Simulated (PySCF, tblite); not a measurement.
# C3HF2N2O2 radical: geometry, infrared bands and EPR parameters

What infrared bands and EPR parameters should C3HF2N2O2 radical (`F[C](F)Oc1ncno1`) show?

Programs: tblite 0.8.0 and PySCF 2.14.0, with density-fitted response routines of our own. Each step states its level of theory. These are calculated values for one molecule in the gas phase, unless marked as measured. Atoms count from 0, in the outputs and in this text.

### Step 1. The starting structure

10 atoms, charge 0, multiplicity 2; geometry from: force field or distance geometry start.

Bonds of the start (Å): F0–C1 1.39, C1–F2 1.40, C1–O3 1.43, O3–C4 1.40, C4–N5 1.36, N5–C6 1.36, C6–N7 1.34, N7–O8 1.30, O8–C4 1.30, C6–H9 1.08.

### Step 2. Geometry optimisation with GFN2-xTB

Job settings and geometry (Å):

```
{"job": {"kind": "relax", "xc": "GFN2-xTB", "basis": "xTB"}, "charge": 0, "multiplicity": 2}
F      1.694400     1.105400    -0.790700
C      2.267400    -0.090200    -0.385600
F      3.123600     0.274000     0.655700
O      1.256100    -0.988600     0.073500
C     -0.079900    -0.592300    -0.065800
N     -0.699000     0.113100     0.916900
C     -1.948700     0.331100     0.426500
N     -2.027300    -0.229200    -0.783200
O     -0.884600    -0.786100    -1.068000
H     -2.693000     0.867300     0.998200
```

Launch:

```bash
OMP_NUM_THREADS=1 python probes_run.py task.json out
```

This one command runs all jobs of the session in turn.

**Question.** This job is followed by: GFN2-xTB harmonic vibrations, gas phase; UKS B3LYP, pcH-1 on C F H N O, non-relativistic, mean-field spin-orbit, GIAO. What will the session give for the following? strongest single infrared mode (GFN2-xTB); zero-point energy (GFN2-xTB); g(iso) (B3LYP); ⟨S²⟩; largest a(iso) (averaged by class); potential on the surface of density 0.002 e/bohr³, 1st and 99th percentile.

**Answer**, as computed:

| quantity | value |
| --- | --- |
| strongest single infrared mode (GFN2-xTB) | 1204 cm⁻¹, 271 km/mol |
| zero-point energy (GFN2-xTB) | 30.7 kcal/mol |
| g(iso) (B3LYP) | 2.00330 |
| ⟨S²⟩ | 0.752 (exact 0.75) |
| largest a(iso) (averaged by class) | 13C on C1, 626.2 MHz |
| potential on the surface of density 0.002 e/bohr³, 1st and 99th percentile | -1.31 V and 1.65 V |

What this shows: Relaxing lowered the energy by 0.963 eV in 93 steps; the close pair that moved most is C1–O3, from 1.429 to 1.345 Å. No mode is imaginary among the 24: a minimum at this level. The strongest single mode, at 1204 cm⁻¹, moves mainly C1. GFN2-xTB is a fitted tight-binding method: band positions and strengths are rough. Its intensities can rank the bands wrongly. C1 carries the largest spin population, 0.81 e. The isotropic g lies 1.0 ppt above the free-electron value. These values are for one conformer; the search (at its own cheap level) found 2 more, at 0.00, 5.73 kcal/mol (those within 0.05 may be mirror or relabelled copies), and measured spectra average over such forms.
